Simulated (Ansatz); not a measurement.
**Ge₃H₆: small, medium and large basis sets**

One table from this session's results is given with a row withheld; the runs are named, their logs left out.

Computed with Ansatz 0.2.0, Gaussian basis. Level: one geometry, several basis sets.

Plan: PBE0-D4/def2-SVP; ωB97M-V/def2-SVP; PBE0-D4/def2-QZVPP; ωB97M-V/def2-QZVPP; the functionals' def2-TZVPP values are taken from earlier runs.

## Structure used throughout

An earlier PBE0-D4 in a triple-zeta def2 set relaxation fixed the geometry.

9 atoms, charge 0, spin multiplicity 1.

Atoms are counted from 1 here; the program's logs count them from 0.

Bond lengths: Ge1–Ge2 2.433 Å, Ge1–Ge3 2.433 Å, Ge1–H4 1.533 Å, Ge1–H5 1.533 Å, Ge2–Ge3 2.433 Å, Ge2–H6 1.533 Å, Ge2–H7 1.533 Å, Ge3–H8 1.533 Å, Ge3–H9 1.533 Å. Angles: Ge2–Ge1–Ge3 60.0°, Ge2–Ge1–H4 118.6°, Ge2–Ge1–H5 118.6°, Ge3–Ge1–H4 118.6°, Ge3–Ge1–H5 118.6°, H4–Ge1–H5 112.9°, Ge1–Ge2–Ge3 60.0°, Ge1–Ge2–H6 118.6°, Ge1–Ge2–H7 118.6°, Ge3–Ge2–H6 118.6°, Ge3–Ge2–H7 118.6°, H6–Ge2–H7 112.9°, Ge1–Ge3–Ge2 60.0°, Ge1–Ge3–H8 118.6°, Ge1–Ge3–H9 118.6°, Ge2–Ge3–H8 118.6°, Ge2–Ge3–H9 118.6°, H8–Ge3–H9 112.9°.

The first run:

The input, in.yaml:

```yaml
crystal:
  periodic: [false, false, false]
  atoms:
    - {symbol: Ge, position_ang: [-0.982033, 0.315964, -0.953464]}
    - {symbol: Ge, position_ang: [1.283072, 0.563091, -0.100006]}
    - {symbol: Ge, position_ang: [-0.301034, -0.879099, 1.053512]}
    - {symbol: H, position_ang: [-1.196059, -0.481884, -2.244328]}
    - {symbol: H, position_ang: [-1.951291, 1.494609, -0.811924]}
    - {symbol: H, position_ang: [2.434344, -0.085178, -0.876548]}
    - {symbol: H, position_ang: [1.677835, 1.890545, 0.556293]}
    - {symbol: H, position_ang: [-0.104845, -2.396823, 0.971452]}
    - {symbol: H, position_ang: [-0.859979, -0.421215, 2.405033]}
basis:
  gaussian: {orbitals: def2-SVP}
hamiltonian: {xc: pbe0, dispersion: d4}
output: {orbitals: {seedname: orbitals}}
```

Run with:

```sh
$ ansatz run in.yaml --threads 4 --pin off --events-out ev --progress --plain --max-ram 10444MiB
```

Steps of the session up to this table: PBE0-D4 in def2-SVP; ωB97M-V in def2-SVP; PBE0-D4 in def2-QZVPP; ωB97M-V in def2-QZVPP.

One table of the session follows, with a row left open; its other results are not shown here.

It belongs to the step «Functionals by basis». 

| functional | basis | HOMO (eV) | LUMO (eV) |
| --- | --- | --- | --- |
| PBE0-D4 | def2-SVP | -6.73 | -0.36 |
| PBE0-D4 | def2-TZVPP | -6.74 | -0.42 |
| PBE0-D4 | def2-QZVPP | ? | ? |
| ωB97M-V | def2-SVP | -8.62 | 1.55 |
| ωB97M-V | def2-TZVPP | -8.65 | 1.44 |
| ωB97M-V | def2-QZVPP | -8.65 | 0.97 |

**Question.** Estimate the row for PBE0-D4, def2-QZVPP.

The run gave: HOMO (eV): -6.74; LUMO (eV): -0.47.
